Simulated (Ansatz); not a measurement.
**InH₃NCl₃: how energies converge with the basis set**

How large a basis does InH₃NCl₃ need? Two functionals are run in growing sets.

Method: one geometry, several basis sets; program: Ansatz 0.2.0, Gaussian basis.

Plan: PBE0-D4/def2-SVP; ωB97M-V/def2-SVP; PBE0-D4/def2-QZVPP; ωB97M-V/def2-QZVPP; the functionals' def2-TZVPP values are taken from earlier runs.

**1. Structure used throughout**

The geometry comes from an earlier relaxation with PBE0-D4 in a triple-zeta def2 set; it is a stationary point, not always the lowest conformer. In takes the def2 core potential; no spin-orbit term is included.

SMILES `[NH3+][In-]([Cl])([Cl])[Cl]`, 8 atoms, charge 0, spin multiplicity 1.

Atoms are counted from 1 here; the program's logs count them from 0.

Bond lengths: N1–In2 2.286 Å, N1–H6 1.015 Å, N1–H7 1.015 Å, N1–H8 1.015 Å, In2–Cl3 2.328 Å, In2–Cl4 2.328 Å, In2–Cl5 2.328 Å. Angles: In2–N1–H6 110.3°, In2–N1–H7 110.3°, In2–N1–H8 110.3°, H6–N1–H7 108.7°, H6–N1–H8 108.7°, H7–N1–H8 108.7°, N1–In2–Cl3 98.2°, N1–In2–Cl4 98.2°, N1–In2–Cl5 98.2°, Cl3–In2–Cl4 118.0°, Cl3–In2–Cl5 118.0°, Cl4–In2–Cl5 118.0°.

**2. PBE0-D4 in def2-SVP**

in.yaml reads:

```yaml
crystal:
  periodic: [false, false, false]
  atoms:
    - {symbol: N, position_ang: [-0.794327, -0.189641, 0.771020]}
    - {symbol: In, position_ang: [0.828722, 0.177865, -0.795890]}
    - {symbol: Cl, position_ang: [2.447945, -1.256494, 0.063502]}
    - {symbol: Cl, position_ang: [-0.360782, -0.515139, -2.672783]}
    - {symbol: Cl, position_ang: [1.103120, 2.464458, -0.458107]}
    - {symbol: H, position_ang: [-1.024034, 0.676000, 1.248722]}
    - {symbol: H, position_ang: [-0.474128, -0.864586, 1.458218]}
    - {symbol: H, position_ang: [-1.634417, -0.549562, 0.329420]}
basis:
  gaussian: {orbitals: def2-SVP}
hamiltonian: {xc: pbe0, dispersion: d4}
output: {orbitals: {seedname: orbitals}}
```

On the command line:

```console
> ansatz run in.yaml --threads 4 --pin off --events-out ev --progress --plain --max-ram 10444MiB
```

After this run come: ωB97M-V in def2-SVP; PBE0-D4 in def2-QZVPP; ωB97M-V in def2-QZVPP.

**Question.** What will the summary of the whole plan be? Wanted: PBE0-D4: double and triple zeta above quadruple; ωB97M-V: double and triple zeta above quadruple.

As calculated:

| quantity | value |
| --- | --- |
| PBE0-D4: double and triple zeta above quadruple | 16.26, 1.23 eV |
| ωB97M-V: double and triple zeta above quadruple | 16.14, 1.18 eV |

**Reading.** PBE0-D4 gains 15.03 eV from double to triple zeta, then 1.23 eV more. Total energies overstate the basis error of differences, where much of it tends to cancel.
